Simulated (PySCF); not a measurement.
**GeCl2 (SMILES Cl[Ge]Cl): SCS-MP2/aug-cc-pVDZ**

Aim: the energy change on altering one bond length of GeCl2 at SCS-MP2/aug-cc-pVDZ, from 2 runs. Input form: a Python script.

The calculation is run with PySCF 2.14.0.

2 further runs of the same task are left out: 2 set aside as unsound or not needed.

**1. The structure to begin with**

GeCl2 has 3 atoms, charge 0, and is taken as a singlet. SMILES: `Cl[Ge]Cl`. The coordinates come from a PBE0-D4/def2-TZVP relaxation.

Bond lengths: Cl1–Ge2 2.182 Å, Ge2–Cl3 2.182 Å. Angles: Cl1–Ge2–Cl3 100.0°.

**2. A single-point energy at SCS-MP2/aug-cc-pVDZ**

File calc.py:

```python
from pyscf import gto, scf, mp

mol = gto.M(
    atom=[
    ('Cl', (-0.065420, -1.681680, 0.422740)),
    ('Ge', (-0.421210, 0.067170, -0.832020)),
    ('Cl', (0.486630, 1.614500, 0.409270)),
],
    verbose=3,
    charge=0,
    basis='aug-cc-pvdz',
    max_memory=1860,
)

mf = scf.RHF(mol)
mf.conv_tol = 1e-10
mf.kernel()
if not mf.converged:
    mf = mf.newton().run(mf.mo_coeff, mf.mo_occ)

pt = mp.MP2(mf, frozen=19).run()
e_tot = mf.e_tot + 1.2 * pt.e_corr_os + pt.e_corr_ss / 3
print('Final energy', e_tot)
```

Launch:

```sh
$ OMP_NUM_THREADS=1 python calc.py
```

Output:

```text
converged SCF energy = -2994.43948772461
E(RMP2) = -2994.82638799278  E_corr = -0.386900268169803
E(SCS-RMP2) = -2994.81216094098  E_corr = -0.372673216365919
Final energy -2994.8121609409773
```

Run time: 7.2 s. Hardware: 1 thread of AMD EPYC (Zen 3), shared host; peak memory 0.21 GiB.

**3. The distorted shape at the same level**

File run.py:

```python
from pyscf import gto, scf, mp

mol = gto.Mole()
mol.atom = [
    ('Cl', (0.219208, -3.080741, 1.426534)),
    ('Ge', (-0.421210, 0.067170, -0.832020)),
    ('Cl', (0.486630, 1.614500, 0.409270)),
]
mol.verbose = 3
mol.charge = 0
mol.spin = 0
mol.max_memory = 1860
mol.basis = 'aug-cc-pvdz'
mol.build()

calc0 = scf.RHF(mol)
calc0.conv_tol = 1e-10
calc0.kernel()
if not calc0.converged:
    calc0 = calc0.newton().run(calc0.mo_coeff, calc0.mo_occ)

pt = mp.MP2(calc0, frozen=19).run()
etot = calc0.e_tot + 1.2 * pt.e_corr_os + pt.e_corr_ss / 3
print('E(%s) = %.9f' % ('SCS-MP2', etot))
```

Launch:

```sh
$ OMP_NUM_THREADS=1 python run.py
```

Output:

```text
converged SCF energy = -2994.31508298198
E(RMP2) = -2994.70140193664  E_corr = -0.386318954653172
E(SCS-RMP2) = -2994.69002669418  E_corr = -0.374943712194714
E(SCS-MP2) = -2994.690026694
```

It took 6 s on 1 thread of AMD EPYC (Zen 3), shared host; peak memory 0.21 GiB.

**4. Outcome**

Level: SCS-MP2/aug-cc-pVDZ, 19 core orbitals frozen.

| quantity | value |
| --- | --- |
| first shape: total energy | -2994.81216 Eh |
| first shape: dipole moment (Hartree–Fock density) | 2.19 D |
| first shape: HOMO energy (Hartree–Fock orbitals) | -10.59 eV |
| first shape: LUMO energy (Hartree–Fock orbitals) | -0.24 eV |
| first shape: HOMO–LUMO gap (Hartree–Fock orbitals) | 10.35 eV |
| first shape: correlation energy (19 core orbitals frozen) | -372.7 mEh |
| distorted shape: total energy | -2994.69003 Eh |
| distorted shape: dipole moment (Hartree–Fock density) | 13.94 D |
| distorted shape: HOMO energy (Hartree–Fock orbitals) | -8.55 eV |
| distorted shape: LUMO energy (Hartree–Fock orbitals) | -2.63 eV |
| distorted shape: HOMO–LUMO gap (Hartree–Fock orbitals) | 5.92 eV |
| distorted shape: correlation energy (19 core orbitals frozen) | -374.9 mEh |
| energy change with the Cl1–Ge2 bond stretched from 2.182 to 3.927 Å | 3.323 eV |

In words: One bond (distorted shape) is far stretched, which a spin-restricted single reference describes badly; perturbation theory on it can break down and give far too much correlation. With the Cl1–Ge2 bond stretched from 2.182 to 3.927 Å the energy rises by 3.32 eV (77 kcal/mol). The first shape isn't relaxed at this level, so the change isn't measured from a minimum. A restricted reference can't describe the breaking bond well at this length. Mulliken charges (first shape) of the mean-field density run from -0.53 on Cl1 to +1.06 on Ge2; in a basis this large or diffuse they mean little.
